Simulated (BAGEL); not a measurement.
# GeSiH5Cl (SMILES [SiH3][GeH2][Cl]): RI-MP2/def2-SVP (density fitting with qzvpp-jkfit)

Aim: the energy change on altering one bond length of GeSiH5Cl at RI-MP2/def2-SVP (density fitting with qzvpp-jkfit), from 2 runs. 

The calculation is run with BAGEL 1.2.2.

### 1 The structure to begin with

GeSiH5Cl: 8 atoms, total charge 0, spin state singlet. SMILES: `[SiH3][GeH2][Cl]`. The shape is that of a PBE0-D4/def2-TZVP optimisation.

Bond lengths: Si1–Ge2 2.380 Å, Ge2–Cl3 2.169 Å, Si1–H4 1.487 Å, Si1–H5 1.484 Å, Si1–H6 1.484 Å, Ge2–H7 1.537 Å, Ge2–H8 1.537 Å. Some angles: Si1–Ge2–Cl3 106.5°, Si1–Ge2–H7 114.0°, Si1–Ge2–H8 114.0°, Cl3–Ge2–H7 106.1°, Cl3–Ge2–H8 106.1°, Ge2–Si1–H4 109.5°, Ge2–Si1–H5 108.9°, Ge2–Si1–H6 108.9°, H7–Ge2–H8 109.6°, H4–Si1–H5 109.7°.

### 2 A single-point energy at RI-MP2/def2-SVP (density fitting with qzvpp-jkfit)

File calc.json:

```json
{ "bagel" : [

{
  "title" : "molecule",
  "basis" : "svp",
  "df_basis" : "qzvpp-jkfit",
  "angstrom" : true,
  "geometry" : [
    { "atom" : "Si", "xyz" : [      -0.863600,       0.827300,      -0.302500 ] },
    { "atom" : "Ge", "xyz" : [       0.738300,      -0.882000,       0.118400 ] },
    { "atom" : "Cl", "xyz" : [       1.963100,      -0.183700,       1.766200 ] },
    { "atom" : "H", "xyz" : [      -1.744900,       0.416200,      -1.427300 ] },
    { "atom" : "H", "xyz" : [      -0.149800,       2.078700,      -0.658900 ] },
    { "atom" : "H", "xyz" : [      -1.678500,       1.035600,       0.920200 ] },
    { "atom" : "H", "xyz" : [       1.703100,      -1.135200,      -1.051200 ] },
    { "atom" : "H", "xyz" : [       0.124600,      -2.213900,       0.579200 ] }
  ]
},

{ "title" : "hf" },

{ "title" : "mp2", "ncore" : 19 }

]}
```

Command:

```sh
$ BAGEL_NUM_THREADS=1 BAGEL calc.json > calc.out
```

What it wrote:

```text
* using 1 threads per process

  ===============================================================
  ===============================================================

  *** Geometry ***

  { "atom" : "Si", "xyz" : [     -1.631967,      1.563370,     -0.571642 ] },
  { "atom" : "Ge", "xyz" : [      1.395185,     -1.666738,      0.223744 ] },
  { "atom" : "Cl", "xyz" : [      3.709721,     -0.347143,      3.337634 ] },
  { "atom" : "H", "xyz" : [     -3.297383,      0.786504,     -2.697206 ] },
  { "atom" : "H", "xyz" : [     -0.283081,      3.928174,     -1.245141 ] },
  { "atom" : "H", "xyz" : [     -3.171905,      1.957000,      1.738926 ] },
  { "atom" : "H", "xyz" : [      3.218393,     -2.145217,     -1.986480 ] },
  { "atom" : "H", "xyz" : [      0.235460,     -4.183665,      1.094529 ] },

  Number of auxiliary basis functions:      612

  Since a DF basis is specified, we compute 2- and 3-index integrals:
    o Being stored without compression. Storage requirement is 0.042 GB

  Number of basis functions:       93
  Number of electrons      :       68

    * METHOD: MOLECULE                             0.66

  *** RHF ***

  === Nuclear Repulsion ===
   338.3656431849

      * DIIS with orbital gradients will be used.

  === RHF iteration (svp) ===
      0      -2826.18925732          0.00703569           0.23
      1      -2826.24093773          0.00253885           0.22
      2      -2826.24677256          0.00100738           0.22
      3      -2826.24763753          0.00023376           0.22
      4      -2826.24767190          0.00003999           0.22
      5      -2826.24767425          0.00000706           0.22
      6      -2826.24767433          0.00000180           0.22
      7      -2826.24767434          0.00000049           0.22
      8      -2826.24767434          0.00000013           0.22
      9      -2826.24767434          0.00000004           0.22
     10      -2826.24767434          0.00000001           0.22
     11      -2826.24767434          0.00000000           0.22
    * SCF iteration converged.

    * Permanent dipole moment:
           (    0.605424,     0.139046,     0.677872) a.u.

    * METHOD: HF                                   3.14

  *** RHF ***

  === Nuclear Repulsion ===
   338.3656431849

      * DIIS with orbital gradients will be used.

  === RHF iteration (svp) ===
      0      -2826.24767434          0.00000000           0.22
    * SCF iteration converged.

    * Permanent dipole moment:
           (    0.605424,     0.139047,     0.677872) a.u.

  === DF-MP2 calculation ===

    * freezing 19 orbitals
    * 3-index integral transformation done
    * assembly done

      MP2 correlation energy:   -0.4661980657      0.10

      MP2 total energy:       -2826.7138724070

    * METHOD: MP2                                  0.56

  ===============================================================
```

It took 4.8 s on 1 thread of Arm Neoverse N1, shared host; peak memory 0.17 GiB.

### 3 The distorted shape, same level

File input.json:

```json
{ "bagel" : [

{
  "title" : "molecule",
  "basis" : "svp",
  "df_basis" : "qzvpp-jkfit",
  "angstrom" : true,
  "geometry" : [
    { "atom" : "Si", "xyz" : [   -1.346022,    0.953906,    0.282326 ] },
    { "atom" : "Ge", "xyz" : [    0.255878,   -0.755394,    0.703226 ] },
    { "atom" : "Cl", "xyz" : [    1.480678,   -0.057094,    2.351026 ] },
    { "atom" : "H", "xyz" : [   -2.227322,    0.542806,   -0.842474 ] },
    { "atom" : "H", "xyz" : [   -0.632222,    2.205306,   -0.074074 ] },
    { "atom" : "H", "xyz" : [   -2.160922,    1.162206,    1.505026 ] },
    { "atom" : "H", "xyz" : [    1.703100,   -1.135200,   -1.051200 ] },
    { "atom" : "H", "xyz" : [   -0.357822,   -2.087294,    1.164026 ] }
  ]
},
{
  "title" : "hf"
},
{
  "title" : "mp2",
  "ncore" : 19
}

]}
```

Command:

```sh
$ BAGEL_NUM_THREADS=1 BAGEL input.json > input.out
```

What it wrote:

```text
* using 1 threads per process

  ===============================================================
  ===============================================================

  *** Geometry ***

  { "atom" : "Si", "xyz" : [     -2.543613,      1.802621,      0.533519 ] },
  { "atom" : "Ge", "xyz" : [      0.483539,     -1.427488,      1.328905 ] },
  { "atom" : "Cl", "xyz" : [      2.798076,     -0.107892,      4.442795 ] },
  { "atom" : "H", "xyz" : [     -4.209029,      1.025755,     -1.592045 ] },
  { "atom" : "H", "xyz" : [     -1.194726,      4.167424,     -0.139980 ] },
  { "atom" : "H", "xyz" : [     -4.083551,      2.196251,      2.844087 ] },
  { "atom" : "H", "xyz" : [      3.218393,     -2.145217,     -1.986480 ] },
  { "atom" : "H", "xyz" : [     -0.676186,     -3.944414,      2.199690 ] },

  Number of auxiliary basis functions:      612

  Since a DF basis is specified, we compute 2- and 3-index integrals:
    o Being stored without compression. Storage requirement is 0.042 GB

  Number of basis functions:       93
  Number of electrons      :       68

    * METHOD: MOLECULE                             0.65

  *** RHF ***

  === Nuclear Repulsion ===
   333.7563969392

      * DIIS with orbital gradients will be used.

  === RHF iteration (svp) ===
      0      -2826.10277634          0.00725075           0.23
      1      -2826.15729539          0.00289565           0.22
      2      -2826.16489208          0.00108234           0.22
      3      -2826.16598163          0.00027213           0.22
      4      -2826.16603599          0.00004779           0.22
      5      -2826.16604019          0.00001098           0.22
      6      -2826.16604045          0.00000319           0.22
      7      -2826.16604047          0.00000097           0.22
      8      -2826.16604048          0.00000024           0.22
      9      -2826.16604048          0.00000007           0.22
     10      -2826.16604048          0.00000003           0.22
     11      -2826.16604048          0.00000001           0.22
    * SCF iteration converged.

    * Permanent dipole moment:
           (    1.019525,    -0.061269,     0.187390) a.u.

    * METHOD: HF                                   3.15

  *** RHF ***

  === Nuclear Repulsion ===
   333.7563969392

      * DIIS with orbital gradients will be used.

  === RHF iteration (svp) ===
      0      -2826.16604048          0.00000000           0.22
    * SCF iteration converged.

    * Permanent dipole moment:
           (    1.019525,    -0.061268,     0.187390) a.u.

  === DF-MP2 calculation ===

    * freezing 19 orbitals
    * 3-index integral transformation done
    * assembly done

      MP2 correlation energy:   -0.4699378725      0.10

      MP2 total energy:       -2826.6359783495

    * METHOD: MP2                                  0.56

  ===============================================================
```

It took 4.8 s on 1 thread of Arm Neoverse N1, shared host; peak memory 0.17 GiB.

### 4 Summary of results

At RI-MP2/def2-SVP (density fitting with qzvpp-jkfit), 19 core orbitals frozen:

| quantity | value |
| --- | --- |
| first shape: total energy | -2826.71387 Eh |
| first shape: correlation energy (19 core orbitals frozen) | -466.2 mEh |
| distorted shape: total energy | -2826.63598 Eh |
| distorted shape: correlation energy (19 core orbitals frozen) | -469.9 mEh |
| energy change with the Ge2–H7 bond stretched from 1.537 to 2.306 Å | 2.120 eV |

**Reading.** One bond (distorted shape) is far stretched, which a spin-restricted single reference describes badly; perturbation theory on it can break down and give far too much correlation. With the Ge2–H7 bond stretched from 1.537 to 2.306 Å the energy rises by 2.12 eV (205 kJ/mol). The first shape isn't relaxed at this level, so the change isn't measured from a minimum. A restricted reference can't describe the breaking bond well at this length.
